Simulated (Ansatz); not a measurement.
**SnBr4: one species, many methods**

An exercise on one series of results from a longer session: the logs are not shown, and one member is left open.

Program: Ansatz 0.2.0, Gaussian basis. Level of theory: functionals in def2-TZVPP, the program's frozen cores in correlated methods. These are calculated values, not measurements.

Levels to be run: LDA (SPW92), PBE-D4, revPBE-D4, BLYP-D4, r2SCAN-D4, B97M-V, PBE0-D4, B3LYP-D4, r2SCANh-D4, r2SCAN0-D4, HSE06-D4, BHLYP-D4, CAM-B3LYP-D4, LC-ωPBE, ωB97X-V, ωB97M-V, B2PLYP, PBE-QIDH; CCSD(T)/def2-SVP; CCSD(T)/def2-TZVPP; MP2/def2-QZVPP; extrapolation to the limit; RPA on PBE.

2 further runs of the same task are left out: 2 that didn't finish.

## The geometry

An earlier PBE0-D4 in a triple-zeta def2 set relaxation fixed the geometry. Sn takes the def2 core potential; no spin-orbit term is included.

SMILES `[Br][Sn]([Br])([Br])[Br]`, 5 atoms, charge 0, spin multiplicity 1.

Atoms are counted from 1 here; the program's logs count them from 0.

Bond lengths: Br1–Sn2 2.445 Å, Sn2–Br3 2.445 Å, Sn2–Br4 2.445 Å, Sn2–Br5 2.445 Å. Angles: Br1–Sn2–Br3 109.5°, Br1–Sn2–Br4 109.5°, Br1–Sn2–Br5 109.5°, Br3–Sn2–Br4 109.5°, Br3–Sn2–Br5 109.5°, Br4–Sn2–Br5 109.5°.

As a file:

| atom | x (Å) | y (Å) | z (Å) |
| --- | --- | --- | --- |
| Br1 | -1.10208 | -0.00224 | 2.16969 |
| Sn2 | 0.00996 | -0.01477 | -0.00829 |
| Br3 | 2.07879 | -1.31024 | 0.14021 |
| Br4 | -1.46831 | -1.02741 | -1.67251 |
| Br5 | 0.53144 | 2.28086 | -0.67050 |

Set-up of the first run:

Input file in.yaml:

```yaml
crystal:
  periodic: [false, false, false]
  atoms:
    - {symbol: Br, position_ang: [-1.102077, -0.002242, 2.169687]}
    - {symbol: Sn, position_ang: [0.009959, -0.014767, -0.008288]}
    - {symbol: Br, position_ang: [2.078790, -1.310237, 0.140210]}
    - {symbol: Br, position_ang: [-1.468311, -1.027410, -1.672509]}
    - {symbol: Br, position_ang: [0.531438, 2.280857, -0.670501]}
basis:
  gaussian: {orbitals: def2-TZVPP}
hamiltonian: {xc: lda}
output: {orbitals: {seedname: orbitals}}
```

Command:

```bash
ansatz run in.yaml --threads 2 --pin off --events-out ev --progress --plain --max-ram 22528MiB --backend cpu
```

Steps of the session up to this table: LDA; PBE-D4 (GGA); revPBE-D4 (GGA); BLYP-D4 (GGA); r2SCAN-D4 (meta-GGA); B97M-V (meta-GGA); PBE0-D4 (hybrid); B3LYP-D4 (hybrid); r2SCANh-D4 (hybrid); r2SCAN0-D4 (hybrid); HSE06-D4 (hybrid); BHLYP-D4 (hybrid); CAM-B3LYP-D4 (range-separated); LC-ωPBE (range-separated); ωB97X-V (range-separated); ωB97M-V (range-separated); B2PLYP (double hybrid); PBE-QIDH (double hybrid).

One table of the session follows, with a row left open; its other results are not shown here.

It belongs to the step «Frontier levels by functional». 

| functional | HOMO (eV) | LUMO (eV) | gap (eV) |
| --- | --- | --- | --- |
| LDA (SPW92) | ? | ? | ? |
| PBE-D4 | -7.61 | -4.23 | 3.38 |
| revPBE-D4 | -7.56 | -4.13 | 3.43 |
| BLYP-D4 | -7.42 | -4.15 | 3.27 |
| r2SCAN-D4 | -7.98 | -4.14 | 3.85 |
| B97M-V | -8.04 | -3.94 | 4.10 |
| PBE0-D4 | -8.93 | -3.45 | 5.48 |
| B3LYP-D4 | -8.64 | -3.71 | 4.92 |
| r2SCANh-D4 | -8.46 | -3.85 | 4.61 |
| r2SCAN0-D4 | -9.17 | -3.41 | 5.76 |
| HSE06-D4 | -8.53 | -3.82 | 4.72 |
| BHLYP-D4 | -10.06 | -2.57 | 7.49 |
| CAM-B3LYP-D4 | -10.24 | -2.53 | 7.72 |
| LC-ωPBE | -11.68 | -1.38 | 10.30 |
| ωB97X-V | -11.30 | -1.46 | 9.84 |
| ωB97M-V | -11.14 | -1.54 | 9.60 |

**Question.** Estimate the row for LDA (SPW92).

As computed: HOMO (eV): -7.78; LUMO (eV): -4.55; gap (eV): 3.23. In the column «HOMO (eV)» it lies between r2SCAN-D4 (-7.98) and PBE-D4 (-7.61).
